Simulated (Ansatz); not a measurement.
# Sn4Pd: the cost of one run

All numbers are computed with the Python package of Ansatz 0.2.0. Level of theory: DFT r2SCAN+D3(BJ), plane waves, norm-conserving potentials.

### Step 1. Starting point

Symmetry: Ccce, No. 68, orthorhombic system. Conventional cell: a = 6.442 Å, b = 11.445 Å, c = 6.389 Å, α = 90.00°, β = 90.00°, γ = 90.00°. Sn (site symmetry 1) is surrounded by 2 Pd at 2.78 to 2.80 Å and 2 Sn at 3.01 to 3.07 Å. Pd (site symmetry 222) is surrounded by 8 Sn at 2.78 to 2.80 Å.

No structure file is read: the coordinates are typed or built in the script.

### Step 2. The code

sn4pd_eos.py reads:

```python
"""Energy against volume for Sn4Pd, with a fit."""

import ansatz as az
import numpy as np
from scipy.optimize import curve_fit

VECTORS = np.array([
    [3.22085, -5.7226, 0.0],
    [3.22085, 5.7226, 0.0],
    [0.0, 0.0, 6.3886],
])
SITES = [
    ("Sn", [0.95792, 0.70454, 0.8301]),
    ("Sn", [0.04208, 0.29546, 0.8301]),
    ("Sn", [0.70454, 0.95792, 0.1699]),
    ("Sn", [0.29546, 0.04208, 0.1699]),
    ("Sn", [0.54208, 0.79546, 0.6699]),
    ("Sn", [0.45792, 0.20454, 0.6699]),
    ("Sn", [0.79546, 0.54208, 0.3301]),
    ("Sn", [0.20454, 0.45792, 0.3301]),
    ("Pd", [0.5, 0.5, 0.0]),
    ("Pd", [0.0, 0.0, 0.5]),
]


def crystal_on(cell):
    crystal = az.Crystal(lattice=az.Lattice.of(cell))
    for symbol, position in SITES:
        crystal = crystal.atom(symbol, position)
    return crystal

def vinet(v, e0, v0, b0, b1):
    eta = (v / v0) ** (1 / 3)
    return e0 + 2 * b0 * v0 / (b1 - 1) ** 2 * (2 - (5 + 3 * b1 * (eta - 1) - 3 * eta) * np.exp(-1.5 * (b1 - 1) * (eta - 1)))

# uniform scaling of the cell
volumes, energies = [], []
for scale in np.linspace(0.88, 1.12, 7):
    cell = VECTORS * scale ** (1 / 3)
    setup = (
        crystal_on(cell).calculation()
        .functional(az.Functional.R2SCAN, dispersion="d3bj")
        .pseudopotentials("nc")
        .accuracy("low")
        .occupations("fermi_dirac", width=0.02)
        .scf(tolerance=1e-05, max_iterations=200, lower_state_search="light", algorithm="density_mixing")
        .kpoints(5, 5, 4)
    )
    report = setup.run(threads=1).report
    volumes.append(abs(np.linalg.det(cell)) / len(SITES))
    energies.append(report["free_energy_ev"] / len(SITES))
    print(f"V = {volumes[-1]:8.4f} A^3/atom  F = {energies[-1]:.5f} eV/atom")

guess = (min(energies), volumes[int(np.argmin(energies))], 0.5, 4.5)
(e0, v0, b0, b1), _ = curve_fit(vinet, np.array(volumes), np.array(energies), p0=guess, maxfev=20000)
print(f"Vinet fit: V0 = {v0:.4f} A^3/atom, B0 = {160.21766 * b0:.1f} GPa, B1 = {b1:.2f}")
print("largest residual", round(1000 * float(np.abs(vinet(np.array(volumes), e0, v0, b0, b1) - energies).max()), 3), "meV/atom")
```

### Step 3. The calls as engine input

The package turns the script's settings into the engine's input (first run):

```yaml
crystal:
  lattice:
    - [3.0864889293241338, -5.483875854805498, 0.0]
    - [3.0864889293241338, 5.483875854805498, 0.0]
    - [0.0, 0.0, 6.12209297976626]
  atoms:
    - { symbol: Sn, position: [0.95792, 0.70454, 0.8301] }
    - { symbol: Sn, position: [0.04208, 0.29546, 0.8301] }
    - { symbol: Sn, position: [0.70454, 0.95792, 0.1699] }
    - { symbol: Sn, position: [0.29546, 0.04208, 0.1699] }
    - { symbol: Sn, position: [0.54208, 0.79546, 0.6699] }
    - { symbol: Sn, position: [0.45792, 0.20454, 0.6699] }
    - { symbol: Sn, position: [0.79546, 0.54208, 0.3301] }
    - { symbol: Sn, position: [0.20454, 0.45792, 0.3301] }
    - { symbol: Pd, position: [0.5, 0.5, 0.0] }
    - { symbol: Pd, position: [0.0, 0.0, 0.5] }
accuracy: low
kpoints:
  mp_grid:
    grid: [5, 5, 4]
hamiltonian:
  xc: r2scan
  dispersion: d3bj
  pseudopotentials:
    kind: nc
scf:
  max_iter: 200
  algorithm: density_mixing
  convergence:
    dr2_threshold: 1.0e-05
  lower_state_search: light
  occupations:
    method: fermi_dirac
    width: 0.02
```

### Step 4. Running it

On the command line:

```console
python sn4pd_eos.py
```

What time and memory should one allow on 1 thread of Intel Xeon Platinum 8488C (Sapphire Rapids), shared host?

About 21 min, with a peak of 2.4 GiB.
